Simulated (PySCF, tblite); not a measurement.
**C₄H₁₂N₂Si₂: geometry, infrared bands and NMR shifts**

Aim: predict the infrared bands and NMR shifts of C₄H₁₂N₂Si₂ (`CN([SiH3])C[SiH2]CC#N`).

Programs: tblite 0.8.0 and PySCF 2.14.0, with density-fitted response routines of our own. Each step states its level of theory. These are calculated values for one molecule in the gas phase, unless marked as measured. Atoms count from 0, in the outputs and in this text.

**1. The starting structure**

20 atoms, charge 0, multiplicity 1; geometry from: force field or distance geometry start.

Bonds of the start (Å): C0–N1 1.44, N1–Si2 1.77, N1–C3 1.45, C3–Si4 1.86, Si4–C5 1.86, C5–C6 1.49, C6–N7 1.18, C0–H8 1.10, C0–H9 1.09, C0–H10 1.11, Si2–H11 1.48, Si2–H12 1.45, Si2–H13 1.48, C3–H14 1.10, C3–H15 1.09, Si4–H16 1.50, Si4–H17 1.48, C5–H18 1.09, C5–H19 1.12.

**2. Relaxing the molecule with GFN2-xTB**

The job: settings as JSON, then the geometry in Å.

```
{"job": {"kind": "relax", "xc": "GFN2-xTB", "basis": "xTB"}, "charge": 0, "multiplicity": 1}
C     -1.490500     1.329200    -0.075000
N     -1.267400    -0.093000    -0.015700
Si    -2.757500    -1.036700    -0.209700
C     -0.218000    -0.511600    -0.924600
Si     1.306600     0.412600    -0.382200
C      2.625700    -0.688200     0.332800
C      3.812400     0.196600     0.491800
N      4.744700     0.910100     0.615900
H     -2.562800     1.543100    -0.180100
H     -0.952800     1.823200    -0.880800
H     -1.142800     1.735600     0.893600
H     -3.010900    -1.383100    -1.628300
H     -2.729100    -2.208700     0.647200
H     -3.937300    -0.226300     0.179500
H     -0.077300    -1.605500    -0.879900
H     -0.492800    -0.146300    -1.916400
H      1.942100     1.062300    -1.569400
H      0.953000     1.427500     0.628800
H      2.916500    -1.435800    -0.402200
H      2.333100    -1.094500     1.329600
```

On the command line:

```bash
$ OMP_NUM_THREADS=1 python probes_run.py task.json out
```

The driver reads the jobs from task.json and runs them one after another.

**Question.** This job is followed by: GFN2-xTB harmonic vibrations, gas phase; GIAO PBE0/pcSseg-1 NMR shielding, non-relativistic, gas phase. Predict these results of the whole session: strongest single infrared mode (GFN2-xTB); zero-point energy (GFN2-xTB); ¹³C shifts against TMS (PBE0/pcSseg-1); ¹H shifts against TMS (PBE0/pcSseg-1, means over atoms taken as alike); ¹⁵N shifts against NH3 (PBE0/pcSseg-1); ²⁹Si shifts against TMS (PBE0/pcSseg-1); surface potential, 1st and 99th percentile.

As calculated:

```
                                                              quantity                             value
                             strongest single infrared mode (GFN2-xTB)             2274 cm⁻¹, 464 km/mol
                                          zero-point energy (GFN2-xTB)                     91.8 kcal/mol
                                ¹³C shifts against TMS (PBE0/pcSseg-1)       121.7, 42.3, 42.2, -3.5 ppm
¹H shifts against TMS (PBE0/pcSseg-1, means over atoms taken as alike)  4.66, 4.57, 2.64, 2.59, 1.46 ppm
                                ¹⁵N shifts against NH3 (PBE0/pcSseg-1)                    295.8, 8.7 ppm
                               ²⁹Si shifts against TMS (PBE0/pcSseg-1)                  -34.0, -42.8 ppm
                                 surface potential, 1st and 99th percentile                -1.92 V and 1.44 V
```

**Reading.** The optimisation took 172 steps and gained 0.873 eV; among the close pairs (by a distance rule), C5–C6 changed most, from 1.489 to 1.426 Å. All 54 modes are real, so the xTB geometry is a minimum. Unscaled tight-binding wavenumbers are off by several per cent, some by more. Its intensities can rank the bands wrongly. The most deshielded carbon is C6 (nitrile carbon), at 121.7 ppm: C≡N carbons fall here, among the sp2 signals but without a proton. At PBE0/pcSseg-1: Shielding is most anisotropic at N7 (span 508 ppm, paramagnetic term -366 ppm).
